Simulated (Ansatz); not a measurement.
Crystal: LaBi.

```
Bi La
1.0
     0.00000    3.28250    3.28250
     3.28250    0.00000    3.28250
     3.28250    3.28250    0.00000
Bi La
1 1
Direct
  0.50000 0.50000 0.50000
  0.00000 0.00000 0.00000
```

```yaml
Program: Ansatz 0.2.0
Task: relaxation of cell and atoms
Functional: exchange-only PBE
Potentials_or_basis: Ansatz PAW
Cutoff: "420 eV (not typed: the program's choice for these potentials)"
k_mesh: 7 × 7 × 7
Occupations: fermi-dirac, width 0.05 eV
Spin: no spin polarisation
```

At the start: volume 35.37 Å³/atom.

Q: How do energy, volume and symmetry change on relaxing?

A: It ends after 8 steps and the volume is 43.50 Å³/atom (+23.0 %); space group Fm-3m (No. 225, to 0.05 Å).

The path:
```csv
step,energy change (eV),largest force (eV/Å),volume (Å³)
1,0.0000,0.0000,70.74
2,-0.4023,0.0000,81.59
3,-0.4364,0.0000,85.44
4,-0.4386,0.0000,87.06
5,-0.4387,0.0000,86.87
6,-0.4417,0.0000,86.87
7,-0.4417,0.0000,87.01
8,-0.4417,0.0000,87.01
```

Final structure:
```xyz
2
Lattice="0.0000 3.5170 3.5170 3.5170 0.0000 3.5170 3.5170 3.5170 0.0000" Properties=species:S:1:pos:R:3 pbc="T T T"
Bi    3.5170    3.5170    3.5170
La    0.0000    0.0000    0.0000
```

Caveat: the volume moved by over 15 % at a fixed basis, so the end points are rough; the plane-wave basis is chosen anew once the cell has moved, so the energies of steps on either side of that aren't comparable; the volume moved by +23 % from the deposited cell, more than functionals usually miss; the PAW data sets come from PBE, with cores solved anew for the run's functional, which leaves a small shift of forces and pressure.
